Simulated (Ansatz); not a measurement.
# AlB₂ClH₂ (SMILES [Cl][Al]1[BH][BH]1): energies and forces away from the minimum

Aim: displace all atoms at random from the minimum and see how well density functionals give the CCSD(T) energy and forces there.

Program: Ansatz 0.2.0, Gaussian basis. Level of theory: single points with forces in def2-TZVPP. These are calculated values, not measurements.

Levels: PBE-D4, r2SCAN-D4, PBE0-D4, wB97M-V, Hartree-Fock, MP2, CCSD, CCSD(T). Each coordinate is moved by a Gaussian draw of the width named (0.7 of it for atoms other than hydrogen): 0.06, 0.12, 0.12, 0.12 Å.

Correlated methods freeze the cores.

31 further runs of the same task are left out: 31 set aside as unsound or not needed.

## 1. The starting structure

The minimum, relaxed at PBE0-D4: SMILES `[Cl][Al]1[BH][BH]1`, 6 atoms, charge 0, spin multiplicity 1.

Atoms are counted from 1 here; the program's logs count them from 0.

Bond lengths: Cl1–Al2 2.080 Å, Al2–B3 2.081 Å, Al2–B4 2.081 Å, B3–B4 1.479 Å, B3–H5 1.187 Å, B4–H6 1.187 Å. Angles: Cl1–Al2–B3 159.0°, Cl1–Al2–B4 159.3°, B3–Al2–B4 41.6°, Al2–B3–B4 69.2°, Al2–B3–H5 104.9°, B4–B3–H5 174.0°, Al2–B4–B3 69.2°, Al2–B4–H6 105.2°, B3–B4–H6 174.3°.

As a file:

```xyz
6
AlB2ClH2
Cl   -1.2483   -2.7155    0.0847
Al   -0.3816   -0.8258    0.0269
B     1.0045    0.6639   -0.4094
B    -0.1390    1.2158    0.3500
H     1.8659    0.1113   -1.0114
H    -1.1015    1.5504    0.9592
```

Energies of the minimum (eV), from earlier single points: PBE-D4 -20494.22320, r2SCAN-D4 -20502.71880, PBE0-D4 -20496.03407, B3LYP-D4 -20506.56294, wB97M-V -20503.35658, CCSD(T) -20476.06828.

## 2. Structure 1, width 0.06 Å

File pbe-tzvpp/in.yaml:

```yaml
crystal:
  periodic: [false, false, false]
  atoms:
    - {symbol: Cl, position_ang: [-1.201417, -2.716501, 0.077612]}
    - {symbol: Al, position_ang: [-0.368957, -0.844321, 0.120569]}
    - {symbol: B, position_ang: [1.004545, 0.663675, -0.449480]}
    - {symbol: B, position_ang: [-0.118002, 1.228311, 0.343867]}
    - {symbol: H, position_ang: [1.921094, 0.187027, -1.169018]}
    - {symbol: H, position_ang: [-1.151457, 1.490265, 1.060529]}
basis:
  gaussian: {orbitals: def2-TZVPP}
hamiltonian: {xc: pbe, dispersion: d4}
output: {forces: true}
```

r2scan-tzvpp/in.yaml differs from pbe-tzvpp/in.yaml so:

```diff
-hamiltonian: {xc: pbe, dispersion: d4}
+hamiltonian: {xc: r2scan, dispersion: d4}
```

pbe0-tzvpp/in.yaml:

```diff
-hamiltonian: {xc: pbe, dispersion: d4}
-output: {forces: true}
+hamiltonian: {xc: pbe0, dispersion: d4}
+output: {forces: true, orbitals: {seedname: orbitals}}
```

wb97mv-tzvpp/in.yaml:

```diff
-hamiltonian: {xc: pbe, dispersion: d4}
+hamiltonian: {xc: {name: wB97M-V}}
```

ccsdt-tzvpp/in.yaml:

```diff
-hamiltonian: {xc: pbe, dispersion: d4}
+correlation: {method: ccsd_t}
```

The same command starts each run, in its folder.

On the command line:

```console
> ansatz run in.yaml --threads 2 --pin off --events-out ev --progress --plain --max-ram 4352MiB
```

Log of pbe-tzvpp:

```text
Functional definition: PBE
  name "PBE"
  cite "Perdew, Burke & Ernzerhof, Phys. Rev. Lett. 77, 3865 (1996) doi:10.1103/PhysRevLett.77.3865"
  parent pbe
  parameter kappa = 0.804
  parameter beta = 0.06672455060314922
  exchange = pbe_x(kappa = kappa, mu = beta*pi^2/3)
  correlation = pbe_c(beta = beta)
1019 factors; their error is unknown
mean field evaluation 1: about -20483.4653 eV, gradient 5.3e1 eV
mean field evaluation 2: about -20398.9325 eV, gradient 1.2e2 eV
mean field evaluation 4: about -20493.3491 eV, gradient 1.6e1 eV
mean field evaluation 8: about -20493.9566 eV, gradient 2.3e-1 eV
mean field evaluation 16: about -20493.9380 eV, gradient 9.0e-3 eV
mean field -20493.93798322 eV, -753.1383295931 hartree, gradient 2.1e-5 eV, S^2 0.000000; 0 other end points of the search recorded, 0 dependent functions left out
the calculation of the forces begins
reference -20493.93802587 eV, -753.1383311608 hartree; 21, 21 occupied and 153, 153 virtual orbitals, 1019 factors
Total energy: -20494.05691404 eV, -753.1427002204 hartree
Atom 0 at    -1.201417    -2.716501     0.077612 Å, force    -0.353197    -0.735854     0.051744 eV/Å
Atom 1 at    -0.368957    -0.844321     0.120569 Å, force     0.508898     1.004247    -0.158532 eV/Å
Atom 2 at     1.004545     0.663675    -0.449480 Å, force     1.022153    -0.538500    -0.817078 eV/Å
Atom 3 at    -0.118002     1.228311     0.343867 Å, force    -1.499682     0.143051     1.033383 eV/Å
Atom 4 at     1.921094     0.187027    -1.169018 Å, force    -1.043253     0.454310     0.828761 eV/Å
Atom 5 at    -1.151457     1.490265     1.060529 Å, force     1.365081    -0.327253    -0.938278 eV/Å
Dipole moment:    -0.177876    -0.327225     0.068536 e Å
```

Log of r2scan-tzvpp (excerpt; [...] marks lines left out):

```text
Functional definition: r2SCAN
  name "r2SCAN"
  cite "Furness, Kaplan, Ning, Perdew & Sun, J. Phys. Chem. Lett. 11, 8208 (2020) doi:10.1021/acs.jpclett.0c02405"
  cite "Furness, Kaplan, Ning, Perdew & Sun, J. Phys. Chem. Lett. 11, 9248 (2020) doi:10.1021/acs.jpclett.0c03077"
  parent r2scan
[...]
1019 factors; their error is unknown
[...]
mean field -20502.49976997 eV, -753.4529694528 hartree, gradient 2.5e-5 eV, S^2 0.000000; 0 other end points of the search recorded, 0 dependent functions left out
[...]
reference -20502.49978268 eV, -753.4529699201 hartree; 21, 21 occupied and 153, 153 virtual orbitals, 1019 factors
Total energy: -20502.52713559 eV, -753.4539751211 hartree
Atom 0 at    -1.201417    -2.716501     0.077612 Å, force    -0.259839    -0.518065     0.062432 eV/Å
Atom 1 at    -0.368957    -0.844321     0.120569 Å, force     0.459188     0.891762    -0.180710 eV/Å
Atom 2 at     1.004545     0.663675    -0.449480 Å, force     0.909944    -0.538385    -0.756141 eV/Å
Atom 3 at    -0.118002     1.228311     0.343867 Å, force    -1.436627     0.016901     0.977704 eV/Å
Atom 4 at     1.921094     0.187027    -1.169018 Å, force    -1.166333     0.515813     0.925642 eV/Å
Atom 5 at    -1.151457     1.490265     1.060529 Å, force     1.493666    -0.368025    -1.028927 eV/Å
Dipole moment:    -0.184678    -0.337541     0.071872 e Å
```

pbe0-tzvpp printed (excerpt; [...] marks lines left out):

```text
Functional definition: PBE0
  name "PBE0"
  cite "Adamo & Barone, J. Chem. Phys. 110, 6158 (1999) doi:10.1063/1.478522"
[... 2 set-up lines as earlier in the session ...]
[...]
1081 factors; their error is unknown
[...]
mean field -20495.74324304 eV, -753.2046716681 hartree, gradient 2.8e-5 eV, S^2 0.000000; 0 other end points of the search recorded, 0 dependent functions left out
[...]
reference -20495.74327518 eV, -753.2046728491 hartree; 21, 21 occupied and 153, 153 virtual orbitals, 1081 factors
Total energy: -20495.84490663 eV, -753.2084077359 hartree
Atom 0 at    -1.201417    -2.716501     0.077612 Å, force    -0.243331    -0.480630     0.064284 eV/Å
Atom 1 at    -0.368957    -0.844321     0.120569 Å, force     0.438015     0.828332    -0.185541 eV/Å
Atom 2 at     1.004545     0.663675    -0.449480 Å, force     0.890247    -0.516472    -0.741785 eV/Å
Atom 3 at    -0.118002     1.228311     0.343867 Å, force    -1.421762     0.010514     0.969286 eV/Å
Atom 4 at     1.921094     0.187027    -1.169018 Å, force    -1.163848     0.515812     0.925266 eV/Å
Atom 5 at    -1.151457     1.490265     1.060529 Å, force     1.500680    -0.357556    -1.031510 eV/Å
Dipole moment:    -0.184121    -0.337852     0.073913 e Å
```

Log of wb97mv-tzvpp (excerpt; [...] marks lines left out):

```text
Functional definition: wB97M-V
  name "wB97M-V"
  cite "Mardirossian & Head-Gordon, J. Chem. Phys. 144, 214110 (2016) doi:10.1063/1.4952647"
  cite "Becke, J. Chem. Phys. 107, 8554 (1997) doi:10.1063/1.475007"
  cite "Vydrov & Van Voorhis, J. Chem. Phys. 133, 244103 (2010) doi:10.1063/1.3521275"
  # Of w^i u^j: cxij and so on, Table III.
[...]
  gx(w, u) = 1 - cx + cx01*u + cx10*w
  gss(w, u) = css00 + css04*u^4 + css10*w + css20*w^2 + css43*w^4*u^3
  gos(w, u) = cos00 + cos10*w + (cos20 + cos21*u)*w^2 + (cos60 + cos61*u)*w^6
[...]
      + integral(e_c_pw_mod_opposite_spin*gos(b97_w_opposite, b97_u_opposite)) + vv10(b, c)
1038 factors; their error is unknown
238 factors; integrals over basis functions are off by at most 2.8e-5 eV
[...]
mean field -20503.14443028 eV, -753.4766602823 hartree, gradient 3.6e-5 eV, S^2 0.000000; 0 other end points of the search recorded, 0 dependent functions left out
[...]
reference -20503.14447999 eV, -753.4766621092 hartree; 21, 21 occupied and 153, 153 virtual orbitals, 1038 factors
Total energy: -20503.14447999 eV, -753.4766621092 hartree
Atom 0 at    -1.201417    -2.716501     0.077612 Å, force    -0.252430    -0.497699     0.065743 eV/Å
Atom 1 at    -0.368957    -0.844321     0.120569 Å, force     0.435551     0.786912    -0.191086 eV/Å
Atom 2 at     1.004545     0.663675    -0.449480 Å, force     0.758694    -0.439309    -0.657325 eV/Å
Atom 3 at    -0.118002     1.228311     0.343867 Å, force    -1.285380    -0.058957     0.884185 eV/Å
Atom 4 at     1.921094     0.187027    -1.169018 Å, force    -1.247570     0.568909     0.993319 eV/Å
Atom 5 at    -1.151457     1.490265     1.060529 Å, force     1.591135    -0.359856    -1.094836 eV/Å
Dipole moment:    -0.194893    -0.365745     0.077368 e Å
```

Log of ccsdt-tzvpp (excerpt; [...] marks lines left out):

```text
Functional definition: HF
  name "HF"
  cite "Fock, Z. Phys. 61, 126 (1930) doi:10.1007/BF01340294"
[... 1 set-up line as earlier in the session ...]
[...]
1042 factors; integrals over basis functions are off by at most 8.5e-4 eV
[...]
mean field -20461.42774430 eV, -751.9436003491 hartree, gradient 2.5e-6 eV, S^2 0.000000; 0 other end points of the search recorded, 0 dependent functions left out
12 core orbitals not correlated: weight in the atoms' cores, before any rotation towards them, 1.000 or more for the frozen orbitals, at most 0.000 for the correlated occupied ones
reference -20461.42774430 eV, -751.9436003491 hartree; 9, 9 occupied and 153, 153 virtual orbitals, 1042 factors
second order -12.74379410 eV of doubles, -0.00000000 eV of singles
cycle   1  -13.27415059 eV  change   -5.3e-1 eV  update   8.9e-2
[...]
cycle  14  -13.69501088 eV  change    5.0e-7 eV  update   1.1e-6
perturbative correction -0.76386013 eV, -0.0280713420 hartree
[...]
working
working
working
Total energy: -20475.88661530 eV, -752.4749540580 hartree
Atom 0 at    -1.201417    -2.716501     0.077612 Å, force    -0.290362    -0.578074     0.062507 eV/Å
Atom 1 at    -0.368957    -0.844321     0.120569 Å, force     0.400483     0.730221    -0.165128 eV/Å
Atom 2 at     1.004545     0.663675    -0.449480 Å, force     1.259883    -0.620342    -0.979095 eV/Å
Atom 3 at    -0.118002     1.228311     0.343867 Å, force    -1.705074     0.306306     1.189728 eV/Å
Atom 4 at     1.921094     0.187027    -1.169018 Å, force    -1.157057     0.527351     0.918435 eV/Å
Atom 5 at    -1.151457     1.490265     1.060529 Å, force     1.492127    -0.365462    -1.026447 eV/Å
Dipole moment:    -0.196649    -0.364767     0.074519 e Å
```

Wall times: 3.9 s (pbe-tzvpp), 8.5 s (r2scan-tzvpp), 7 s (pbe0-tzvpp), 18 s (wb97mv-tzvpp), 4 min (ccsdt-tzvpp) on 2 threads of Arm Neoverse N1, shared host; peak memory 2.5 GiB.

| method | RMS force component (eV/Å) | RMS error against CCSD(T) (eV/Å) | angle to CCSD(T) forces (°) | dipole (D) |
| --- | --- | --- | --- | --- |
| PBE-D4 | 0.821 | 0.140 | 8.0 | 1.82 |
| r2SCAN-D4 | 0.816 | 0.152 | 8.8 | 1.88 |
| PBE0-D4 | 0.806 | 0.157 | 8.8 | 1.88 |
| wB97M-V | 0.800 | 0.215 | 13.2 | 2.02 |
| CCSD(T) | 0.893 | reference | reference | 2.02 |

## 3. Structure 2, width 0.12 Å

File pbe-tzvpp/in.yaml:

```yaml
crystal:
  periodic: [false, false, false]
  atoms:
    - {symbol: Cl, position_ang: [-1.147904, -2.805854, 0.099551]}
    - {symbol: Al, position_ang: [-0.489024, -0.829396, -0.010595]}
    - {symbol: B, position_ang: [0.980808, 0.833477, -0.351581]}
    - {symbol: B, position_ang: [-0.218027, 1.067884, 0.573271]}
    - {symbol: H, position_ang: [1.996015, 0.265205, -1.090584]}
    - {symbol: H, position_ang: [-1.191797, 1.661788, 0.903050]}
basis:
  gaussian: {orbitals: def2-TZVPP}
hamiltonian: {xc: pbe, dispersion: d4}
output: {forces: true}
```

r2scan-tzvpp/in.yaml differs from pbe-tzvpp/in.yaml so:

```diff
-hamiltonian: {xc: pbe, dispersion: d4}
+hamiltonian: {xc: r2scan, dispersion: d4}
```

pbe0-tzvpp/in.yaml:

```diff
-hamiltonian: {xc: pbe, dispersion: d4}
-output: {forces: true}
+hamiltonian: {xc: pbe0, dispersion: d4}
+output: {forces: true, orbitals: {seedname: orbitals}}
```

wb97mv-tzvpp/in.yaml:

```diff
-hamiltonian: {xc: pbe, dispersion: d4}
+hamiltonian: {xc: {name: wB97M-V}}
```

ccsdt-tzvpp/in.yaml:

```diff
-hamiltonian: {xc: pbe, dispersion: d4}
+correlation: {method: ccsd_t}
```

The same command starts each run, in its folder.

On the command line:

```console
> ansatz run in.yaml --threads 2 --pin off --events-out ev --progress --plain --max-ram 4352MiB
```

pbe-tzvpp printed (excerpt; [...] marks lines left out):

```text
[... 4 set-up lines as earlier in the session ...]
[...]
1019 factors; their error is unknown
[...]
mean field -20493.59903479 eV, -753.1258734681 hartree, gradient 1.7e-5 eV, S^2 0.000000; 0 other end points of the search recorded, 0 dependent functions left out
[...]
reference -20493.59907768 eV, -753.1258750445 hartree; 21, 21 occupied and 153, 153 virtual orbitals, 1019 factors
Total energy: -20493.71900276 eV, -753.1302822098 hartree
Atom 0 at    -1.147904    -2.805854     0.099551 Å, force    -0.033962    -0.174609    -0.106308 eV/Å
Atom 1 at    -0.489024    -0.829396    -0.010595 Å, force     0.196139     0.020354    -0.020797 eV/Å
Atom 2 at     0.980808     0.833477    -0.351581 Å, force     0.899049    -1.410581    -0.983750 eV/Å
Atom 3 at    -0.218027     1.067884     0.573271 Å, force     1.096445     0.639444    -0.748802 eV/Å
Atom 4 at     1.996015     0.265205    -1.090584 Å, force    -1.968127     1.082628     1.621172 eV/Å
Atom 5 at    -1.191797     1.661788     0.903050 Å, force    -0.189544    -0.157236     0.238485 eV/Å
Dipole moment:    -0.093841    -0.264090    -0.134938 e Å
```

Log of r2scan-tzvpp (excerpt; [...] marks lines left out):

```text
[... 5 set-up lines as earlier in the session ...]
[...]
1019 factors; their error is unknown
[...]
mean field -20502.13476493 eV, -753.4395557653 hartree, gradient 6.9e-5 eV, S^2 0.000000; 0 other end points of the search recorded, 0 dependent functions left out
[...]
reference -20502.13477760 eV, -753.4395562307 hartree; 21, 21 occupied and 153, 153 virtual orbitals, 1019 factors
Total energy: -20502.16241502 eV, -753.4405718872 hartree
Atom 0 at    -1.147904    -2.805854     0.099551 Å, force     0.045113     0.049840    -0.130135 eV/Å
Atom 1 at    -0.489024    -0.829396    -0.010595 Å, force     0.151810    -0.102182     0.029182 eV/Å
Atom 2 at     0.980808     0.833477    -0.351581 Å, force     0.829528    -1.470867    -0.967342 eV/Å
Atom 3 at    -0.218027     1.067884     0.573271 Å, force     1.143240     0.598611    -0.879974 eV/Å
Atom 4 at     1.996015     0.265205    -1.090584 Å, force    -2.118519     1.159165     1.748717 eV/Å
Atom 5 at    -1.191797     1.661788     0.903050 Å, force    -0.051173    -0.234567     0.199552 eV/Å
Dipole moment:    -0.093649    -0.270673    -0.142584 e Å
```

Output in pbe0-tzvpp (excerpt; [...] marks lines left out):

```text
[... 5 set-up lines as earlier in the session ...]
[...]
1081 factors; their error is unknown
[...]
mean field -20495.37302707 eV, -753.1910664822 hartree, gradient 2.7e-5 eV, S^2 0.000000; 0 other end points of the search recorded, 0 dependent functions left out
[...]
reference -20495.37305940 eV, -753.1910676702 hartree; 21, 21 occupied and 153, 153 virtual orbitals, 1081 factors
Total energy: -20495.47557260 eV, -753.1948349606 hartree
Atom 0 at    -1.147904    -2.805854     0.099551 Å, force     0.051094     0.085396    -0.134704 eV/Å
Atom 1 at    -0.489024    -0.829396    -0.010595 Å, force     0.128629    -0.172667     0.040730 eV/Å
Atom 2 at     0.980808     0.833477    -0.351581 Å, force     0.824902    -1.460327    -0.938229 eV/Å
Atom 3 at    -0.218027     1.067884     0.573271 Å, force     1.177208     0.607665    -0.918036 eV/Å
Atom 4 at     1.996015     0.265205    -1.090584 Å, force    -2.121195     1.170043     1.743135 eV/Å
Atom 5 at    -1.191797     1.661788     0.903050 Å, force    -0.060638    -0.230110     0.207104 eV/Å
Dipole moment:    -0.088655    -0.266568    -0.151097 e Å
```

wb97mv-tzvpp printed (excerpt; [...] marks lines left out):

```text
[... 5 set-up lines as earlier in the session ...]
  # Of w^i u^j: cxij and so on, Table III.
[...]
  gx(w, u) = 1 - cx + cx01*u + cx10*w
  gss(w, u) = css00 + css04*u^4 + css10*w + css20*w^2 + css43*w^4*u^3
  gos(w, u) = cos00 + cos10*w + (cos20 + cos21*u)*w^2 + (cos60 + cos61*u)*w^6
[...]
      + integral(e_c_pw_mod_opposite_spin*gos(b97_w_opposite, b97_u_opposite)) + vv10(b, c)
1038 factors; their error is unknown
237 factors; integrals over basis functions are off by at most 3.0e-5 eV
[...]
mean field -20502.76507818 eV, -753.4627193497 hartree, gradient 4.1e-5 eV, S^2 0.000000; 0 other end points of the search recorded, 0 dependent functions left out
[...]
reference -20502.76512826 eV, -753.4627211902 hartree; 21, 21 occupied and 153, 153 virtual orbitals, 1038 factors
Total energy: -20502.76512826 eV, -753.4627211902 hartree
Atom 0 at    -1.147904    -2.805854     0.099551 Å, force     0.039829     0.067044    -0.140466 eV/Å
Atom 1 at    -0.489024    -0.829396    -0.010595 Å, force     0.127770    -0.193142     0.063090 eV/Å
Atom 2 at     0.980808     0.833477    -0.351581 Å, force     0.750608    -1.450069    -0.826905 eV/Å
Atom 3 at    -0.218027     1.067884     0.573271 Å, force     1.235126     0.630656    -1.084616 eV/Å
Atom 4 at     1.996015     0.265205    -1.090584 Å, force    -2.229115     1.233047     1.807126 eV/Å
Atom 5 at    -1.191797     1.661788     0.903050 Å, force     0.075782    -0.287536     0.181772 eV/Å
Dipole moment:    -0.101785    -0.287159    -0.159006 e Å
```

Output in ccsdt-tzvpp (excerpt; [...] marks lines left out):

```text
[... 4 set-up lines as earlier in the session ...]
[...]
1041 factors; integrals over basis functions are off by at most 9.4e-4 eV
[...]
mean field -20461.07008983 eV, -751.9304567900 hartree, gradient 2.7e-6 eV, S^2 0.000000; 0 other end points of the search recorded, 0 dependent functions left out
12 core orbitals not correlated: weight in the atoms' cores, before any rotation towards them, 1.000 or more for the frozen orbitals, at most 0.000 for the correlated occupied ones
reference -20461.07008983 eV, -751.9304567900 hartree; 9, 9 occupied and 153, 153 virtual orbitals, 1041 factors
second order -12.71248687 eV of doubles, -0.00000000 eV of singles
cycle   1  -13.26230165 eV  change   -5.5e-1 eV  update   9.4e-2
[...]
cycle  15  -13.70675143 eV  change    7.4e-7 eV  update   9.8e-7
perturbative correction -0.77262508 eV, -0.0283934480 hartree
[...]
working
working
working
Total energy: -20475.54946634 eV, -752.4625640622 hartree
Atom 0 at    -1.147904    -2.805854     0.099551 Å, force     0.025932     0.009457    -0.127695 eV/Å
Atom 1 at    -0.489024    -0.829396    -0.010595 Å, force     0.103529    -0.292400    -0.007948 eV/Å
Atom 2 at     0.980808     0.833477    -0.351581 Å, force     1.186608    -1.440522    -1.201127 eV/Å
Atom 3 at    -0.218027     1.067884     0.573271 Å, force     0.841579     0.793890    -0.613252 eV/Å
Atom 4 at     1.996015     0.265205    -1.090584 Å, force    -2.129247     1.154051     1.750780 eV/Å
Atom 5 at    -1.191797     1.661788     0.903050 Å, force    -0.028401    -0.224476     0.199243 eV/Å
Dipole moment:    -0.104914    -0.298315    -0.143719 e Å
```

Times: 3.7 s (pbe-tzvpp), 8 s (r2scan-tzvpp), 7 s (pbe0-tzvpp), 20 s (wb97mv-tzvpp), 4.1 min (ccsdt-tzvpp) on 2 threads of Arm Neoverse N1, shared host; peak memory 2.5 GiB.

| method | RMS force component (eV/Å) | RMS error against CCSD(T) (eV/Å) | angle to CCSD(T) forces (°) | dipole (D) |
| --- | --- | --- | --- | --- |
| PBE-D4 | 0.876 | 0.160 | 9.4 | 1.49 |
| r2SCAN-D4 | 0.921 | 0.154 | 9.5 | 1.54 |
| PBE0-D4 | 0.924 | 0.161 | 9.9 | 1.53 |
| wB97M-V | 0.955 | 0.209 | 12.7 | 1.65 |
| CCSD(T) | 0.936 | reference | reference | 1.67 |

(Part 1 of 2 ends here.)
